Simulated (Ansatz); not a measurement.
EuNi3 under changes of volume

One of the cells (14.692 Å³/atom); the others are scaled copies at fixed shape and fractional positions:

```xyz
4
Lattice="3.8879 0.0000 0.0000 0.0000 3.8879 0.0000 0.0000 0.0000 3.8879" Properties=species:S:1:pos:R:3 pbc="T T T"
Eu    0.0000    0.0000    0.0000
Ni    1.9440    0.0000    1.9440
Ni    0.0000    1.9440    1.9440
Ni    1.9440    1.9440    0.0000
```

The cell comes from a database or a generator and needn't be the stable form of this composition.

```yaml
Program: Ansatz 0.2.0
Functional: PBE
Potentials_or_basis: Ansatz PAW
Cutoff: "420 eV (not typed: the program's choice for these potentials)"
k_mesh: 7 × 7 × 7
Occupations: fermi-dirac, width 0.05 eV
Spin: collinear spin, ferromagnetic start
Starting_moments: "[7.0, 1.0, 1.0, 1.0] μB"
```

| volume (Å³/atom) | energy over the lowest point (meV/atom) | pressure (GPa) |
| --- | --- | --- |
| 13.811 | ? | ? |
| 14.105 | 13.47 | 6.1 |
| 14.399 | 4.77 | 3.6 |
| 14.692 | 0.43 | 1.4 |
| 14.986 | 0.00 | -0.6 |
| 15.280 | 3.05 | -2.4 |
| 15.574 | 9.21 | -4.0 |

What does the run at 13.811 Å³/atom give?

Energy over the lowest point 27.08 meV/atom; pressure 9.0 GPa.

Worked out: A Birch-Murnaghan fit of order 3 (a polynomial in V^(-2/3)) to the other rows has its minimum at 14.87 Å³/atom with B0 = V·E''(V) = 100 GPa and B' = 4.7. It gives 27.09 meV/atom at 13.811 Å³/atom, against the run's 27.08, and -dE/dV = 8.9 GPa, against 9.0.

Energies are extrapolated to zero smearing.

Caveats: without U or exact exchange the open f shell lies at the Fermi level, which spoils levels, moments and volumes; the starting moments weren't kept.
